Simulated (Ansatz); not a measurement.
**C₂H₃Ga: taking an electron away**

The task here is to estimate one member of a computed series from the others.

Program: Ansatz 0.2.0, Gaussian basis. Level of theory: unrestricted cation, the program's frozen cores in correlated methods. These are calculated values, not measurements.

Levels to be run: UKS PBE-D4/def2-TZVPP; UKS r2SCAN-D4/def2-TZVPP; UKS PBE0-D4/def2-TZVPP; UKS B3LYP-D4/def2-TZVPP; UKS wB97X-V/def2-TZVPP; UKS wB97M-V/def2-TZVPP; UKS B2PLYP/def2-TZVPP; UHF-CCSD(T)/def2-TZVPP; UHF-MP2/def2-QZVPP; extrapolation to the limit; then −ε(HOMO) from the neutral's earlier runs with LDA (SPW92), PBE-D4, revPBE-D4, BLYP-D4, r2SCAN-D4, B97M-V, PBE0-D4, B3LYP-D4, r2SCANh-D4, r2SCAN0-D4, HSE06-D4, BHLYP-D4, CAM-B3LYP-D4, LC-ωPBE, ωB97X-V, ωB97M-V.

## The relaxed structure

An earlier PBE0-D4 in a triple-zeta def2 set relaxation fixed the geometry.

SMILES `[CH]1=[CH][GaH]1`, 6 atoms, charge 0, spin multiplicity 1.

Atoms are counted from 1 here; the program's logs count them from 0.

Bond lengths: C1–C2 1.355 Å, C1–Ga3 1.889 Å, C1–H4 1.089 Å, C2–Ga3 1.889 Å, C2–H5 1.089 Å, Ga3–H6 1.527 Å. Angles: C2–C1–Ga3 69.0°, C2–C1–H4 131.0°, Ga3–C1–H4 160.0°, C1–C2–Ga3 69.0°, C1–C2–H5 131.0°, Ga3–C2–H5 160.0°, C1–Ga3–C2 42.0°, C1–Ga3–H6 159.0°, C2–Ga3–H6 159.0°.

The first run:

in.yaml

```yaml
crystal:
  periodic: [false, false, false]
  atoms:
    - {symbol: C, position_ang: [-0.629331, -0.543691, -0.312250]}
    - {symbol: C, position_ang: [0.563402, -0.026596, -0.694694]}
    - {symbol: Ga, position_ang: [0.091077, 0.566605, 1.034983]}
    - {symbol: H, position_ang: [-1.315936, -1.213470, -0.828098]}
    - {symbol: H, position_ang: [1.134308, -0.151175, -1.613757]}
    - {symbol: H, position_ang: [0.198481, 1.304326, 2.367516]}
basis:
  gaussian: {orbitals: def2-TZVPP}
total_charge: 1
magnetization: {spin_polarized: true, initial_magnetization: 1}
hamiltonian: {xc: pbe, dispersion: d4}
```

Command:

```sh
ansatz run in.yaml --threads 2 --pin off --events-out ev --progress --plain --max-ram 4352MiB
```

Steps of the session up to this table: Cation, UKS PBE-D4/def2-TZVPP; Cation, UKS r2SCAN-D4/def2-TZVPP; Cation, UKS PBE0-D4/def2-TZVPP; Cation, UKS B3LYP-D4/def2-TZVPP; Cation, UKS wB97X-V/def2-TZVPP; Cation, UKS wB97M-V/def2-TZVPP; Cation, UKS B2PLYP (frozen core)/def2-TZVPP; Cation, UHF-CCSD(T)/def2-TZVPP; Cation, UHF-MP2/def2-QZVPP.

One of the session's tables, all rows but one given; the rest of the session is left out.

For comparison, −ε(HOMO) of the neutral from earlier runs:

| functional | −ε(HOMO) (eV) |
| --- | --- |
| LDA (SPW92) | 5.29 |
| PBE-D4 | 5.17 |
| revPBE-D4 | 5.11 |
| BLYP-D4 | 5.05 |
| r2SCAN-D4 | 5.37 |
| B97M-V | 5.39 |
| PBE0-D4 | 6.24 |
| B3LYP-D4 | 6.07 |
| r2SCANh-D4 | 5.77 |
| r2SCAN0-D4 | 6.38 |
| HSE06-D4 | 5.85 |
| BHLYP-D4 | 7.25 |
| CAM-B3LYP-D4 | 7.54 |
| LC-ωPBE | ? |
| ωB97X-V | 8.50 |
| ωB97M-V | 8.38 |

**Question.** Estimate the row for LC-ωPBE.

**Answer.** −ε(HOMO) (eV): 8.82. In the column «−ε(HOMO) (eV)» it is the highest.
